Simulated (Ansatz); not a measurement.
# C2H6SSe: one species, many methods

One table from this session's results is given with a row withheld; the runs are named, their logs left out.

Program: Ansatz 0.2.0, Gaussian basis. Level of theory: functionals in def2-TZVPP, the program's frozen cores in correlated methods. These are calculated values, not measurements.

Plan: PBE-D4, r2SCAN-D4, PBE0-D4, B3LYP-D4, ωB97X-V, ωB97M-V, B2PLYP; CCSD(T)/def2-TZVPP; MP2/def2-QZVPP; extrapolation to the limit.

### The geometry

An earlier PBE0-D4 in a triple-zeta def2 set relaxation fixed the geometry.

SMILES `CSC[SeH]`, 10 atoms, charge 0, spin multiplicity 1.

Atoms are counted from 1 here; the program's logs count them from 0.

Bond lengths: C1–S2 1.793 Å, C1–H5 1.092 Å, C1–H6 1.090 Å, C1–H7 1.091 Å, S2–C3 1.786 Å, C3–Se4 1.964 Å, C3–H8 1.089 Å, C3–H9 1.092 Å, Se4–H10 1.468 Å. Angles: S2–C1–H5 111.3°, S2–C1–H6 106.9°, S2–C1–H7 110.2°, H5–C1–H6 109.0°, H5–C1–H7 110.1°, H6–C1–H7 109.2°, C1–S2–C3 100.4°, S2–C3–Se4 117.0°, S2–C3–H8 106.7°, S2–C3–H9 111.2°, Se4–C3–H8 108.7°, Se4–C3–H9 104.6°, H8–C3–H9 108.3°, C3–Se4–H10 94.3°.

Set-up of the first run:

in.yaml

```yaml
crystal:
  periodic: [false, false, false]
  atoms:
    - {symbol: C, position_ang: [-1.237951, 0.858578, -0.492372]}
    - {symbol: S, position_ang: [-0.376314, 0.598101, 1.058378]}
    - {symbol: C, position_ang: [0.528475, -0.894076, 0.676636]}
    - {symbol: Se, position_ang: [1.893329, -0.773867, -0.730566]}
    - {symbol: H, position_ang: [-1.956833, 0.060166, -0.685269]}
    - {symbol: H, position_ang: [-1.772649, 1.804338, -0.403679]}
    - {symbol: H, position_ang: [-0.522493, 0.925419, -1.313831]}
    - {symbol: H, position_ang: [1.006555, -1.215976, 1.600091]}
    - {symbol: H, position_ang: [-0.142276, -1.687731, 0.342443]}
    - {symbol: H, position_ang: [2.663358, 0.273850, -0.048931]}
basis:
  gaussian: {orbitals: def2-TZVPP}
hamiltonian: {xc: pbe, dispersion: d4}
output: {forces: true, orbitals: {seedname: orbitals}}
```

On the command line:

```
> ansatz run in.yaml --threads 4 --pin off --events-out ev --progress --plain --max-ram 10444MiB
```

Steps of the session up to this table: PBE-D4 (GGA); r2SCAN-D4 (meta-GGA); PBE0-D4 (hybrid); B3LYP-D4 (hybrid); ωB97X-V (range-separated); ωB97M-V (range-separated); B2PLYP (double hybrid); CCSD(T) in def2-TZVPP; MP2 in def2-QZVPP.

One table of the session follows, with a row left open; its other results are not shown here.

It belongs to the step «Atomisation energies». 

| method | atomisation energy (kJ/mol) |
| --- | --- |
| PBE-D4 | 3455.7 |
| r2SCAN-D4 | 3396.2 |
| PBE0-D4 | 3401.6 |
| B3LYP-D4 | 3379.6 |
| ωB97X-V | 3394.5 |
| ωB97M-V | 3389.6 |
| B2PLYP | 3335.7 |
| HF/def2-TZVPP | 2419.5 |
| MP2/def2-TZVPP | 3329.6 |
| CCSD/def2-TZVPP | ? |
| CCSD(T)/def2-TZVPP | 3298.1 |
| MP2/CBS | 3421.9 |
| CCSD(T)/CBS | 3390.4 |

**Question.** Estimate the row for CCSD/def2-TZVPP.

**Answer.** atomisation energy (kJ/mol): 3243.7. In the column «atomisation energy (kJ/mol)» it lies between HF/def2-TZVPP (2419.5) and CCSD(T)/def2-TZVPP (3298.1).
